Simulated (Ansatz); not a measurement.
**quartet InSiH3ClO: levels of theory compared**

Wanted: a comparison of 6 runs (UBHLYP/def2-SVP, UBLYP/def2-SVP, UCAM-B3LYP/def2-SVP, UPBE-QIDH/def2-SVP, UPBE/def2-SVP, UCCSD/def2-SVP) of quartet InSiH3ClO. 

The calculation is run with Ansatz 0.2.0.

113 further runs of the same task are left out: 113 set aside as unsound or not needed.

### Step 1. The molecule

InSiH3ClO: 7 atoms, total charge 0, spin state quartet. As SMILES of the parent species, `[SiH3][O][In][Cl]`. The coordinates come from a PBE0-D4/def2-TZVP relaxation. This is one conformer, not always the lowest. That shape belongs to the parent species and isn't relaxed for this state.

Bond lengths: Si1–O2 1.634 Å, O2–In3 1.993 Å, In3–Cl4 2.351 Å, Si1–H5 1.491 Å, Si1–H6 1.486 Å, Si1–H7 1.491 Å. Angles: Si1–O2–In3 137.3°, O2–In3–Cl4 115.6°, O2–Si1–H5 111.6°, O2–Si1–H6 108.5°, O2–Si1–H7 111.6°, H5–Si1–H6 108.8°, H5–Si1–H7 107.5°, H6–Si1–H7 108.8°.

### Step 2. The energy at UBHLYP/def2-SVP (core potential) (run 1)

run.yaml

```yaml
crystal:
  periodic: [false, false, false]
  atoms:
    - symbol: Si
      position_ang: [0.016600, 1.144600, 0.460800]
    - symbol: O
      position_ang: [0.203700, -0.441600, 0.114500]
    - symbol: In
      position_ang: [-0.437600, -1.723300, -1.270600]
    - symbol: Cl
      position_ang: [0.330700, -3.933200, -1.041200]
    - symbol: H
      position_ang: [0.496200, 2.009500, -0.655300]
    - symbol: H
      position_ang: [0.803700, 1.457800, 1.681900]
    - symbol: H
      position_ang: [-1.413400, 1.486100, 0.709900]
basis:
  gaussian: {orbitals: def2-SVP}
magnetization: {spin_polarized: true, initial_magnetization: 3}
hamiltonian: {xc: {name: BHLYP}}
accuracy: high
output: {orbitals: {seedname: orbitals}}
```

Command:

```
$ ansatz run run.yaml --threads 1 --pin off --max-ram 3480MiB --events-out events.jsonl --progress --plain --runs-dir runs
```

Log:

```text
Warning: RAYON_NUM_THREADS=1 ignored (pool sized by the plan → 1); use --threads N
Functional definition: BHLYP
  name "BHLYP"
  parameter a = 0.5
  exchange = (1 - a)*b88_x + a*exact_x
  correlation = lyp_c
2009 factors; integrals over basis functions are off by at most 8.1e-9 eV
mean field evaluation 1: about -27649.0592 eV, gradient 3.6e1 eV
mean field evaluation 2: about -27614.2187 eV, gradient 8.9e1 eV
mean field evaluation 4: about -27654.7297 eV, gradient 2.6e0 eV
mean field evaluation 8: about -27654.8445 eV, gradient 1.8e-1 eV
mean field evaluation 16: about -27654.8444 eV, gradient 5.4e-2 eV
mean field evaluation 32: about -27655.3156 eV, gradient 8.4e-8 eV
mean field -27655.31556136 eV, -1016.3141014337 hartree, gradient 8.4e-8 eV, S^2 3.762173; 6 other end points of the search recorded, 0 dependent functions left out
reference -27655.31559012 eV, -1016.3141024908 hartree; 33, 30 occupied and 58, 61 virtual orbitals, 2009 factors
Total energy: -27655.31559012 eV, -1016.3141024908 hartree
```

Run time: 37 s. Hardware: 1 thread of Arm Neoverse V2, shared host; peak memory 0.56 GiB.

### Step 3. The energy at UBLYP/def2-SVP (core potential) (run 2)

molecule.yaml

```yaml
basis:
  gaussian: {orbitals: def2-SVP}
crystal:
  periodic: [false, false, false]
  atoms:
    - {symbol: Si, position_ang: [0.016600, 1.144600, 0.460800]}
    - {symbol: O, position_ang: [0.203700, -0.441600, 0.114500]}
    - {symbol: In, position_ang: [-0.437600, -1.723300, -1.270600]}
    - {symbol: Cl, position_ang: [0.330700, -3.933200, -1.041200]}
    - {symbol: H, position_ang: [0.496200, 2.009500, -0.655300]}
    - {symbol: H, position_ang: [0.803700, 1.457800, 1.681900]}
    - {symbol: H, position_ang: [-1.413400, 1.486100, 0.709900]}
magnetization: {spin_polarized: true, initial_magnetization: 3}
hamiltonian: {xc: {name: BLYP}}
accuracy: high
output: {orbitals: {seedname: orbitals}}
```

Command:

```
$ ansatz run molecule.yaml --threads 1 --pin off --max-ram 3480MiB --events-out events.jsonl --progress --plain --runs-dir runs
```

Log (excerpt; [...] marks lines left out):

```text
Warning: RAYON_NUM_THREADS=1 ignored (pool sized by the plan → 1); use --threads N
Functional definition: BLYP
  name "BLYP"
[...]
2009 factors; integrals over basis functions are off by at most 8.1e-9 eV
[...]
mean field -27657.10221538 eV, -1016.3797597581 hartree, gradient 2.0e-8 eV, S^2 3.753329; 8 other end points of the search recorded, 0 dependent functions left out
reference -27657.10227225 eV, -1016.3797618481 hartree; 33, 30 occupied and 58, 61 virtual orbitals, 2009 factors
Total energy: -27657.10227225 eV, -1016.3797618481 hartree
```

It took 40 s on 1 thread of Arm Neoverse V2, shared host; peak memory 0.33 GiB.

Runs 3 to 5 aren't shown in full; the table further down has their settings and results.

### Step 4. The energy at UCCSD/def2-SVP (core potential) (run 6)

job.yaml

```yaml
crystal:
  periodic: [false, false, false]
  atoms:
    - symbol: Si
      position_ang: [0.016600, 1.144600, 0.460800]
    - symbol: O
      position_ang: [0.203700, -0.441600, 0.114500]
    - symbol: In
      position_ang: [-0.437600, -1.723300, -1.270600]
    - symbol: Cl
      position_ang: [0.330700, -3.933200, -1.041200]
    - symbol: H
      position_ang: [0.496200, 2.009500, -0.655300]
    - symbol: H
      position_ang: [0.803700, 1.457800, 1.681900]
    - symbol: H
      position_ang: [-1.413400, 1.486100, 0.709900]
basis:
  gaussian: {orbitals: def2-SVP}
magnetization: {spin_polarized: true, initial_magnetization: 3}
correlation: {method: ccsd, frozen_orbitals: {Cl: 5, H: 0, In: 4, O: 1, Si: 5}}
accuracy: high
scf: {omitted_lower_state_checks: [cluster_reference, increment]}
```

Command:

```
$ ansatz run job.yaml --threads 1 --pin off --max-ram 3480MiB --events-out events.jsonl --progress --plain --runs-dir runs
```

Log (excerpt; [...] marks lines left out):

```text
Warning: RAYON_NUM_THREADS=1 ignored (pool sized by the plan → 1); use --threads N
Functional definition: HF
  name "HF"
[...]
2009 factors; integrals over basis functions are off by at most 8.1e-9 eV
[...]
mean field -27589.15289937 eV, -1013.8826684523 hartree, gradient 7.6e-8 eV, S^2 3.763116; 7 other end points of the search recorded, 0 dependent functions left out
15 core orbitals not correlated: weight in the atoms' cores, before any rotation towards them, 1.000 or more for the frozen orbitals, at most 0.000 for the correlated occupied ones
reference -27589.15289937 eV, -1013.8826684523 hartree; 18, 15 occupied and 58, 61 virtual orbitals, 2009 factors
second order -11.58298181 eV of doubles, -0.00000000 eV of singles
cycle   1  -12.53699740 eV  change   -9.5e-1 eV  update   9.5e-2
[...]
cycle  42  -13.09092178 eV  change   6.1e-10 eV  update   3.6e-9
Total energy: -27602.24382115 eV, -1014.3637509545 hartree
Checks for a lower state left out: cluster_reference, increment
```

Wall time 2.6 min (1 thread of Arm Neoverse V2, shared host); peak memory 0.98 GiB.

### Step 5. The series

```
run                                 level  frozen core orbitals   energy (Eh)  HOMO energy (eV)   ⟨S²⟩  wall time
  1      UBHLYP/def2-SVP (core potential)                     –  -1016.314102             -3.85  3.762       37 s
  2       UBLYP/def2-SVP (core potential)                     –  -1016.379762             -2.11  3.753       40 s
  3  UCAM-B3LYP/def2-SVP (core potential)                     –  -1016.393409             -4.24  3.759       41 s
  4   UPBE-QIDH/def2-SVP (core potential)                    15  -1015.561919             -4.74  3.762       61 s
  5        UPBE/def2-SVP (core potential)                     –  -1016.025211             -2.39  3.753       41 s
  6       UCCSD/def2-SVP (core potential)                    15  -1014.363751                 –  3.763    2.6 min
```

### Step 6. What came out

| quantity | value |
| --- | --- |
| run 6: total energy | -1014.36375 Eh |
| run 6: correlation energy (15 core orbitals frozen) | -481.1 mEh |
| run 6: ⟨S²⟩ of the reference determinant | 3.763 |
| run 6: T1 diagnostic | 0.027 |

What this shows: Totals of different functionals can't be ranked against each other. All runs together took 6.3 min, the longest 2.6 min.
